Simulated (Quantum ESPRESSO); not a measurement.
Set up this calculation in Quantum ESPRESSO 7.5, as the native input.

```
Task                : relaxation of the atoms
Functional          : PBE
Potentials or basis : PseudoDojo 0.4.1 SR PBE standard
Cutoff              : 1361 eV
Density cutoff      : 5442 eV
k mesh              : 8 × 8 × 8
Occupations         : gaussian, width 0.01 eV
Spin                : no spin polarisation
Mixing beta         : 0.5
Most SCF iterations : 120
SCF threshold       : 4e-10 Ry
Most ionic steps    : 40
Forc conv thr       : 0.0001 Ry/bohr
Etot conv thr       : 1e-05 Ry
Tstress             : yes
Ion dynamics        : bfgs
```

The system is GaP.

```
CELL_PARAMETERS angstrom
0.01377 2.75420 2.75420
2.75420 0.01377 2.75420
2.76797 2.76797 0.00000
ATOMIC_POSITIONS crystal
Ga 0.00000 0.00000 0.00000
P 0.25000 0.25000 0.25000
```

The cell was built by a generator and isn't the measured one.

One way to write it, as run:

pw.in

```
&CONTROL
  calculation = 'relax'
  prefix = 'pwscf'
  outdir = './tmp'
  pseudo_dir = './pseudo'
  tprnfor = .true.
  tstress = .true.
  disk_io = 'low'
  nstep = 40
  forc_conv_thr = 0.0001
  etot_conv_thr = 1d-05
/
&SYSTEM
  ibrav = 0
  nat = 2
  ntyp = 2
  ecutwfc = 100
  nbnd = 15
  occupations = 'smearing'
  smearing = 'gaussian'
  degauss = 0.00073499
/
&ELECTRONS
  conv_thr = 4d-10
  electron_maxstep = 120
  mixing_beta = 0.5
/
&IONS
  ion_dynamics = 'bfgs'
/
ATOMIC_SPECIES
Ga    69.7230 Ga.upf
P     30.9738 P.upf
CELL_PARAMETERS angstrom
   0.0137710000    2.7542000000    2.7542000000
   2.7542000000    0.0137710000    2.7542000000
   2.7679710000    2.7679710000    0.0000000000
ATOMIC_POSITIONS crystal
Ga     0.0000000000    0.0000000000    0.0000000000
P      0.2500000000    0.2500000000    0.2500000000
K_POINTS automatic
8 8 8 0 0 0
```

Potentials or basis: PseudoDojo 0.4.1 SR PBE standard.

Run with:

```console
$ OMP_NUM_THREADS=1 pw.x -in pw.in > pw.out
```

Results of the run:

The energy gained by relaxing is 0.1 meV/atom and the ionic steps are 4. The pressure after relaxing is 0.0 GPa and the band gap on the k mesh is 1.49 eV, indirect (least direct gap 1.52 eV).

Wall time 4.7 min on 1 thread of AMD EPYC 7R43 64-Core Processor (Zen 3), on a shared host, peak memory 0.17 GiB.
